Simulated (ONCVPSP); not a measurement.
# Pseudopotential generation for Ir: ONCV, PBE

Do these settings give a usable potential? It is generated, then checked for transferability, scattering, ghosts and hardness.

Method: ONCVPSP 4.0.1.1 (patched build), PBE, scalar-relativistic.

### 1 The atom and the settings

The settings as typed:

```
element                 : iridium (Ir, Z = 77)
type                    : optimised norm-conserving Vanderbilt (ONCV)
frozen core             : [Kr] 4d10
valence charge          : 31
reference configuration : 4f14 5s2 5p6 5d7 6s2
partial waves           : 5s+6s: rc 1.55 bohr, ncon 4, nbas 7, qcut 9.4 1/bohr, 3 projectors, debl 3 Ha; 5p: rc 1.70 bohr, ncon 4, nbas 8, qcut 10 1/bohr, 1 projector; 5d: rc 1.85 bohr, ncon 4, nbas 9, qcut 8.6 1/bohr, 2 projectors, debl 1.6 Ha; 4f: rc 0.70 bohr, ncon 5, nbas 9, qcut 21.9 1/bohr, 2 projectors, debl 0.3 Ha
local potential         : polynomial inside 0.60 bohr (lpopt 3, dvloc0 0 Ha)
core correction         : not asked for
```

The nodes and maxima of the atom's own shells, from an earlier all-electron run, set the scale for the radii.

All-electron outer shells of the reference configuration (PBE, scalar-relativistic, ld1.x):

```json
{"shell": "4d", "level (eV)": "-290.99", "outermost node (bohr)": "0.21", "outermost maximum (bohr)": "0.42"}
{"shell": "5s", "level (eV)": "-97.99", "outermost node (bohr)": "0.50", "outermost maximum (bohr)": "0.89"}
{"shell": "4f", "level (eV)": "-62.19", "outermost node (bohr)": "–", "outermost maximum (bohr)": "0.39"}
{"shell": "5p", "level (eV)": "-54.70", "outermost node (bohr)": "0.54", "outermost maximum (bohr)": "1.01"}
{"shell": "5d", "level (eV)": "-7.15", "outermost node (bohr)": "0.59", "outermost maximum (bohr)": "1.29"}
{"shell": "6s", "level (eV)": "-6.33", "outermost node (bohr)": "1.17", "outermost maximum (bohr)": "2.38"}
{"shell": "6p", "level (eV)": "-1.22", "outermost node (bohr)": "1.39", "outermost maximum (bohr)": "3.47"}
```

### 2 Generation

Ir.dat

```
# ATOM AND REFERENCE CONFIGURATION
# atsym  z   nc   nv     iexc    psfile
  Ir 77.00    9    5        4      upf
#
#   n    l    f
    1    0    2.00
    2    0    2.00
    2    1    6.00
    3    0    2.00
    3    1    6.00
    3    2   10.00
    4    0    2.00
    4    1    6.00
    4    2   10.00
    4    3   14.00
    5    0    2.00
    5    1    6.00
    5    2    7.00
    6    0    2.00
#
# PSEUDOPOTENTIAL AND OPTIMIZATION
# lmax
    3
#
#   l,   rc,      ep,       ncon, nbas, qcut
    0    1.55    0.00    4    7    9.40
    1    1.70    0.00    4    8   10.00
    2    1.85    0.00    4    9    8.60
    3    0.70    0.00    5    9   21.90
#
# LOCAL POTENTIAL
# lloc, lpopt,  rc(5),   dvloc0
    4    3    0.60    0.00
#
# VANDERBILT-KLEINMAN-BYLANDER PROJECTORs
# l, nproj, debl
    0    3    3.00
    1    1    3.20
    2    2    1.60
    3    2    0.30
#
# MODEL CORE CHARGE
# icmod, fcfact, rcfact
    0    0.00    0.00
#
# LOG DERIVATIVE ANALYSIS
# epsh1, epsh2, depsh
   -5.00    5.00    0.04
#
# OUTPUT GRID
# rlmax, drl
    6.00    0.01
#
# TEST CONFIGURATIONS
# ncnf
    4
# nvcnf
#   n    l    f
    5
    4    3   14.00
    5    0    2.00
    5    1    6.00
    5    2    7.00
    6    0    1.00
#
    5
    4    3   14.00
    5    0    2.00
    5    1    6.00
    5    2    7.00
    6    0    0.00
#
    5
    4    3   14.00
    5    0    2.00
    5    1    6.00
    5    2    6.00
    6    0    0.00
#
    5
    4    3   14.00
    5    0    1.00
    5    1    6.00
    5    2    7.00
    6    0    2.00
#
```

Run with:

```
$ oncvpsp.x < Ir.dat > Ir.out
```

**Question.** What will these runs give? Wanted: cutoffs for 1 and 0.1 mHa per electron, occupied waves; bound ghosts; GHOST(+) flags; largest test error; largest phase difference near zero energy, channels read; projector energies reset by the program.

**Answer**, as computed:

```
                                                quantity                               value
  cutoffs for 1 and 0.1 mHa per electron, occupied waves                   420 Ha and 674 Ha
                                            bound ghosts    s at -557.89 eV, p at -214.27 eV
                                          GHOST(+) flags                         d at 212 eV
                            largest test error (AE − PS)  -144 meV, for 4f14 5s1 5p6 5d7 6s2
largest phase difference near zero energy, channels read                           0.010 rad
                 projector energies reset by the program                 f: -2.286, 0.250 Ha
```

What this shows: It has a bound ghost (s, p), a state that the atom doesn't have, and that rules the file out. By total energies transferability is fair for so large an energy: the largest error is 144 meV on 104.8 eV, for 4f14 5s1 5p6 5d7 6s2. That test lies far up in energy; among those under 40 eV, nearer to bonding, the largest error is 13 meV. By its cutoff, 420 Ha for the looser tolerance, it is very hard. At the looser tolerance the 4f wave is the slowest; 5s needs 29 Ha. Near zero energy the phases of the channels with partial waves agree within 0.010 rad. The program also flags highly localised states, GHOST(+) (d). These are tests on the free atom; a crystal test is still owed.
